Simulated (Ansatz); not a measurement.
# Ir2Rh3: from a guess to a relaxed structure, part 2 of 2

Where does this trial cell of Ir2Rh3 go when cell and atoms are let free, and does the end survive a random kick?

Ansatz 0.2.0; DFT PBE, scalar-relativistic, plane waves, PAW.

**7. Kicked and relaxed without symmetry**

Atoms are moved at random (σ = 0.05 Å a coordinate) and the cell is strained at random (σ = 1.5 % a component).

File input.yaml:

```yaml
crystal:
  lattice:
    - [2.7569743678, -0.0008634129, 0.012335583]
    - [-1.3792349213, 2.3484171397, -0.0336221019]
    - [0.0993949465, -0.255437428, 22.7160022071]
  atoms:
    - { symbol: Ir, position: [1.0043506447, 1.0155864841, 0.0026926868] }
    - { symbol: Ir, position: [0.3782967467, 0.6970406843, 0.2984167918] }
    - { symbol: Ir, position: [0.2981162845, 0.623851577, 0.5025545273] }
    - { symbol: Ir, position: [0.3362929656, 0.6448069013, 0.7012949953] }
    - { symbol: Rh, position: [0.9804661114, 1.0281596049, 0.7973425108] }
    - { symbol: Rh, position: [0.989927674, 0.9824149679, 0.196730244] }
    - { symbol: Rh, position: [1.008913732, 1.0030179074, 0.3964413152] }
    - { symbol: Rh, position: [1.000757547, 1.002795241, 0.6007828749] }
    - { symbol: Rh, position: [0.3172333353, 0.6722114184, 0.9014992807] }
    - { symbol: Rh, position: [0.3523116254, 0.663448547, 0.102244773] }
basis:
  ecutwfc: 420
kpoints:
  mp_grid: { grid: [12, 12, 1] }
hamiltonian:
  xc: pbe
scf:
  occupations: { method: gaussian, width: 0.2 }
  lower_state_search: "off"
output:
  forces: true
  stress: true
  eigenvalues: true
relax:
  adjacent_minimum: "off"
  f_tol: 0.025
  max_steps: 60
  cell: { stress_tol: 0.25 }
```

On the command line:

```sh
ansatz run input.yaml --threads 4 --pin off --max-ram 8192MiB --backend cpu --events-out ev --progress --plain --runs-dir out
```

The log of the run:

```text
Warning: RAYON_NUM_THREADS=4 ignored (pool sized by the plan → 4); use --threads N
Engine: ansatz 0.2.0, x86_64-unknown-linux-gnu
Pseudopotentials: kind: paw
Pseudopotential: Ir, paw, valence charge 17, recommended cutoff 420 eV (normal), Ir.paw.azcp
Pseudopotential: Rh, paw, valence charge 17, recommended cutoff 420 eV (normal), Rh.paw.azcp
Functional definition: PBE
  parameter kappa = 0.804
  parameter beta = 0.06672455060314922
  exchange = pbe_x(kappa = kappa, mu = beta*pi^2/3)
  correlation = pbe_c(beta = beta)
Crystal: 10 atoms, lattice volume = 147.026 Å³
Basis set: ecut = 420 eV, 2883 PW (Γ), exchange–correlation on 40×40×320 points (8 copies of the dense FFT grid, shifted against one another)
Bands: 102, of which v1, the nominal top of the filled ones, is band 85 counted from 1 (84 counted from 0)
Symmetry: 1 space group operations
Space group: P1 (ITA 1), of the structure as read, at distance tolerance 5.3e-5 Å
k-points: 74 of 144 (time reversal used)
Non-local potential: Ir, projectors of the file, l = 0: 3, l = 1: 2, l = 2: 2, l = 3: 1
Non-local potential: Rh, projectors of the file, l = 0: 3, l = 1: 2, l = 2: 2, l = 3: 1
PAW form: soft (Blöchl's): semilocal exchange-correlation on the pseudo side does not see the compensation charge
PAW one-centre angular grid: Ir, 590 points (default); XC on 64 Gauss nodes
PAW one-centre angular grid: Rh, 590 points (default); XC on 64 Gauss nodes
Initial density: superposition of atomic densities (neutral atoms: chi_scale 0, normalization atom), corrected by the library's trained network
Initial wavefunctions: pseudopotential atomic-orbital guess
Functional: x = pbe(κ = 0.804, μ = 0.2195149727645171), c = pbe(β = 0.06672455060314922)
SCF iter   1: F=—  HF=-86157.957228 eV  |F-HF|=—  |Δ(HF+E_count)|=         —  Δρ=1.55e-2  dr2=5.86e0  ethr=1.77e-3  ⟨swp⟩=5.4  Hψ=24145  notcnv=0  defer=4
preconditioner: auto → Kerker (q_TF=auto, 2.795 Å⁻¹)  [metal: Δε(μ)=0.001 eV  Ē_g=6.134 eV  σ=0.200 eV  W_gap=0.00  n_scr=60 (ndim 8)  ℏωp=29.1 eV  f_vac=0.000  D(μ)=16.39/eV (n_scr^D=190)]
SCF iter   2: F=—  HF=-86157.940565 eV  |F-HF|=—  |Δ(HF+E_count)|=   1.67e-2  Δρ=7.52e-3  dr2=1.81e0  ethr=1.77e-3  ⟨swp⟩=1.0  Hψ=8732  notcnv=0  defer=4
SCF iter   3: F=—  HF=-86157.932318 eV  |F-HF|=—  |Δ(HF+E_count)|=   8.25e-3  Δρ=1.10e-3  dr2=7.73e-2  ethr=1.07e-3  ⟨swp⟩=1.0  Hψ=7280  notcnv=0  defer=4
SCF iter   4: F=—  HF=-86157.931195 eV  |F-HF|=—  |Δ(HF+E_count)|=   1.12e-3  Δρ=3.48e-4  dr2=4.96e-3  ethr=4.55e-5  ⟨swp⟩=1.0  Hψ=7280  notcnv=0  defer=4
SCF iter   5: F=—  HF=-86157.931130 eV  |F-HF|=—  |Δ(HF+E_count)|=   6.47e-5  Δρ=1.05e-4  dr2=1.18e-4  ethr=2.92e-6  ⟨swp⟩=1.0  Hψ=7280  notcnv=0  defer=4
SCF iter   6: F=—  HF=-86157.931134 eV  |F-HF|=—  |Δ(HF+E_count)|=   4.02e-6  Δρ=3.29e-5  dr2=4.01e-6  ethr=6.95e-8  ⟨swp⟩=1.1  Hψ=7298  notcnv=0  defer=4
SCF iter   7: F=—  HF=-86157.931132 eV  |F-HF|=—  |Δ(HF+E_count)|=   1.67e-6  Δρ=9.46e-6  dr2=4.44e-7  ethr=2.36e-9  ⟨swp⟩=1.6  Hψ=7647  notcnv=0  defer=4
SCF iter   8: F=-86157.931132 eV  HF=-86157.931132 eV  |F-HF|=7.66e-8  |Δ(HF+E_count)|=   6.62e-9  Δρ=2.87e-6  dr2=8.21e-8  ethr=5.88e-11  ⟨swp⟩=8.6  Hψ=24734  notcnv=0
SCF 1 converged in 8 iterations: F = -86157.931132 eV  dr2 = 8.21e-8
relax step   1: F+E_penalty+E_count = -86157.93113212 eV  Δ(F+E_penalty+E_count) = +0.000e0 eV  max|allowed force component| = 1.051e0 eV/Å  Δτ_max = 0.0000 Å  P = -6.366 GPa  Ω = 147.026 Å³  (8 SCF iters, dr2 threshold 1.00e-7 eV, accepted)
[... 14 lines left out ...]
relax step   2: F+E_penalty+E_count = -86158.02577043 eV  Δ(F+E_penalty+E_count) = -9.464e-2 eV  max|allowed force component| = 1.009e0 eV/Å  Δτ_max = 0.1458 Å  P = +14.072 GPa  Ω = 137.020 Å³  energy of the carried Pulay correction = +5.924e-3 eV  (8 SCF iters, dr2 threshold 1.00e-6 eV, accepted)
[... 12 lines left out ...]
relax step   3: F+E_penalty+E_count = -86158.33919078 eV  Δ(F+E_penalty+E_count) = -3.134e-1 eV  max|allowed force component| = 2.191e-1 eV/Å  Δτ_max = 0.0688 Å  P = -2.300 GPa  Ω = 144.087 Å³  energy of the carried Pulay correction = +1.698e-3 eV  (7 SCF iters, dr2 threshold 1.00e-6 eV, accepted)
[... 11 lines left out ...]
relax step   4: F+E_penalty+E_count = -86158.36076617 eV  Δ(F+E_penalty+E_count) = -2.158e-2 eV  max|allowed force component| = 8.627e-3 eV/Å  Δτ_max = 0.0311 Å  P = +0.192 GPa  Ω = 142.805 Å³  energy of the carried Pulay correction = +2.449e-3 eV  (6 SCF iters, dr2 threshold 1.00e-6 eV, accepted)
[... 12 lines left out ...]
relax step   5: F+E_penalty+E_count = -86158.36136344 eV  Δ(F+E_penalty+E_count) = -5.973e-4 eV  max|allowed force component| = 1.244e-3 eV/Å  Δτ_max = 0.0077 Å  P = -0.001 GPa  Ω = 142.900 Å³  energy of the carried Pulay correction = +2.393e-3 eV  (6 SCF iters, dr2 threshold 5.81e-7 eV, accepted)
[... 12 lines left out ...]
relax step   6: F+E_penalty+E_count = -86158.35868256 eV  Δ(F+E_penalty+E_count) = +2.681e-3 eV  max|allowed force component| = 1.394e-3 eV/Å  Δτ_max = 0.0000 Å  P = +0.014 GPa  Ω = 142.900 Å³  stress off target by 2.10e-2 GPa  SCF on the basis re-selected at this cell (its energy is not comparable with the rows above)  (6 SCF iters)
basis re-selected at this cell: Δ(F+E_penalty+E_count) = +2.681e-3 eV, ΔP = +0.015 GPa vs the last step (what re-selecting the basis moved, of the pressure what is left beyond the Pulay correction that the steps carried, after the strain that the cell walked since its last selection, with what the two solves' SCF thresholds leave and, on support functions, any second-order correction that the steps lacked; it is no measure of the basis error at this ecutwfc). The dense FFT grid was sized anew with the basis: this SCF ran on 20×20×150 points, the steps before it on 20×20×160, so part of this shift can come from that change (see relax.cell in the input reference). This SCF's stress stands 2.10e-2 GPa from its target on what of the cell is left free (relax.cell.stress_tol is 2.50e-1 GPa) and its largest allowed force component is 1.39e-3 eV/Å (relax.f_tol is 2.50e-2 eV/Å): within both
SCF converged after 6 iterations
Free energy (F): -86158.358683 eV
Harris-Foulkes:  -86158.358683 eV  (|F-HF|=4.37e-11)
Internal energy: -86158.036860 eV  (E = F + TS)
E sigma→0 (E₀):  -86158.197771 eV
Entropy (-TS):   -0.321823 eV (-32.182 meV/atom)
Fermi energy:    23.044056 eV
--- Per-component energies (eV) ---
  E_band       = -954.015925
  E_kinetic    = 5925.397442
  E_local      = -13969.597148  (includes V_loc(G=0)·N_el)
  E_nonlocal   = 2418.337773
  E_hartree    = 5047.112288
  E_xc         = -2401.119420
  E_vxc        = -2868.932131  (∫ρ·V_xc dr)
  E_paw        = -58414.673849  (= ΣΔE_a)
  E_vpaw       = -2553.452021  (= ΣTr[D̂ρ^β])
  E_aug_tail   = 0.005467  (compensation charges beyond the density's cutoff)
  E_ewald      = -24763.499414
  E_smearing   = -0.321823  (= −TS)
  E_closure    = 0.000000  (closes the sum)
  Σ components = -86158.358683   (vs F -86158.358683, Δ=0.00e0)
--- Forces (eV/Å), atoms counted from 1 ---
  atom   1  Ir    -0.00026041    -0.00028010    -0.00028058
  atom   2  Ir    -0.00050942     0.00004165     0.00067181
  atom   3  Ir     0.00014369     0.00007388     0.00052790
  atom   4  Ir     0.00098628     0.00032069     0.00025163
  atom   5  Rh     0.00084757    -0.00048764     0.00054178
  atom   6  Rh    -0.00099032     0.00059593    -0.00132839
  atom   7  Rh    -0.00092831    -0.00028433    -0.00051239
  atom   8  Rh     0.00064656     0.00032587    -0.00057290
  atom   9  Rh     0.00036447     0.00014007    -0.00069273
  atom  10  Rh    -0.00030026    -0.00044585     0.00139391
  max |Σ_I F_I| component: 1.80e-7 eV/Å
--- Stress (GPa, compression-positive) ---
        0.014043      -0.000129      -0.001267
       -0.000129       0.007932      -0.001852
       -0.001267      -0.001851       0.020547
  P = ⅓ Tr σ = 0.0142 GPa (0.142 kbar)
--- Band table (eV; the first three rows and the last of 74) ---
  k-point 0: bands = ["-69.6855", "-69.6641", "-69.6641", "-69.6371", "-55.8967", "-55.8965", "-55.8223", "-55.8222", "-55.7757", "-55.7756", "-26.5952", "-26.5740", "-26.5680", "-26.5351", "-26.2595", "-26.2595", "-26.2416", "-26.2416", "-26.2414", "-26.2414", "-26.2146", "-26.2145", "-23.8725", "-23.8585", "-23.8270", "-23.8005", "-23.5584", "-23.5445", "-23.5003", "-23.5003", "-23.4997", "-23.4997", "-23.4292", "-23.4292", "-23.4288", "-23.4288", "-23.3854", "-23.3854", "-23.3851", "-23.3851", "13.4828", "13.8363", "13.8579", "14.3702", "16.1697", "16.2560", "16.3691", "16.5442", "16.8326", "17.1018", "19.2908", "19.4056", "19.4800", "19.4803", "19.5403", "19.5406", "19.5569", "19.5572", "19.5756", "19.6588", "19.6591", "19.7172", "19.7741", "19.8633", "19.8636", "19.9872", "19.9875", "20.0069", "20.0204", "20.0206", "20.0352", "20.2698", "20.2701", "20.3219", "20.3222", "20.4785", "20.4788", "21.0687", "21.0688", "21.4790", "21.4791", "21.4902", "21.4904", "21.8486", "21.9208", "22.2053", "22.2055", "22.2963", "22.2968", "22.8049", "22.8054", "23.0598", "23.0600", "23.2192", "23.2524", "23.2526", "23.2675", "23.2676", "23.2920", "23.2921", "30.8860", "32.7496"]
[... 3 lines left out ...]
--- Relaxed structure (5 steps of the walk, 5 accepted, 1 SCFs on fresh bases) ---
  F+E_penalty+E_count = -86158.35868256 eV   max|allowed force component| = 1.394e-3 eV/Å   (the final SCF, on the basis selected at the relaxed cell)
  cell:  # Å, volume = 142.9003 Å³
    - [2.73099066173844, -1.946914968039442e-6, 7.806274483643239e-5]
    - [-1.3654975162681346, 2.365152391683248, -9.180633286675483e-5]
    - [0.0001141773029921106, 0.0008682240530075158, 22.123511085982248]
  atoms:
    - { symbol: Ir, position: [1.0001270009486902, 1.0001396289307345, 1.5119467430198364e-8] }
    - { symbol: Ir, position: [0.3338483352234014, 0.6666025476257562, 0.2996314437367958] }
    - { symbol: Ir, position: [0.33324687077113985, 0.6665681781016773, 0.4999993027190436] }
    - { symbol: Ir, position: [0.3327075694358726, 0.6666204950503288, 0.7003670779617085] }
    - { symbol: Rh, position: [0.9994507199702539, 1.0000704521056212, 0.7997420370644355] }
    - { symbol: Rh, position: [1.0005670912426614, 0.9999462442854884, 0.20025951908503836] }
    - { symbol: Rh, position: [1.0003167678067904, 0.9999428945968378, 0.39988911211862166] }
    - { symbol: Rh, position: [0.9995583719817402, 0.9998971887007982, 0.600113785732978] }
    - { symbol: Rh, position: [0.33313503122647775, 0.6667657029962903, 0.9004990182162697] }
    - { symbol: Rh, position: [0.33370890799297603, 0.6667800009064707, 0.09949868804564203] }
```

Run time: 2.4 min. Hardware: 4 threads of Intel Xeon Platinum 8488C (Sapphire Rapids), shared host; peak memory 1.2 GiB.

The steps of the relaxation:

```csv
step,energy from step 1 (eV/cell),largest force component (eV/Å),pressure (GPa),volume (Å³)
1,0.0000,1.0508,-6.37,147.03
2,-0.0946,1.0092,14.07,137.02
3,-0.4081,0.2191,-2.30,144.09
4,-0.4296,0.0086,0.19,142.81
5,-0.4302,0.0012,0.00,142.90
6,-0.4276,0.0014,0.01,142.90
```

Step 1 is the start. Step 6 repeats the geometry before it on a plane-wave basis chosen anew for that cell, so its energy need not be comparable with the rows above.

|  | before | after | change |
| --- | --- | --- | --- |
| a (Å) | 2.757 | 2.731 | -0.9 % |
| b (Å) | 2.724 | 2.731 | +0.3 % |
| c (Å) | 22.718 | 22.124 | -2.6 % |
| α (°) | 91.39 | 90.00 | -1.5 % |
| β (°) | 89.49 | 90.00 | +0.6 % |
| γ (°) | 120.44 | 120.00 | -0.4 % |
| volume (Å³/atom) | 14.70 | 14.29 | -2.8 % |
| shortest distance (Å) | 2.623 | 2.705 | +3.1 % |
| space group (0.01 Å) | P1 | P-6m2 | changed |

Change from the reference: -0.5 meV/atom, +0.1 % in volume. At a tolerance of 0.1 Å, which suits this loose relaxation, its space group is P-6m2.

**8. Summary of results**

What follows sums up all 2 parts.

```
                              quantity                                                                        value
symmetry at the end (tolerance 0.05 Å)                                                  space group P-6m2 (No. 187)
                     conventional cell  a = 2.735 Å, b = 2.735 Å, c = 22.035 Å, α = 90.00°, β = 90.00°, γ = 120.00°
                                volume                                                                14.27 Å³/atom
              energy over the elements                                                                +0.03 eV/atom
                       gap on the mesh                                                                 none (metal)
```

What this shows: The space group P-6m2 (No. 187) is kept, at nearly the size of the first guess. The formation energy of this structure is too near zero to say whether it is bound against the elements. It survived the kick, though modes of other wave vectors, which need another repeat, weren't probed. The runs treat Ir without spin-orbit coupling. Other magnetic orders were not searched.
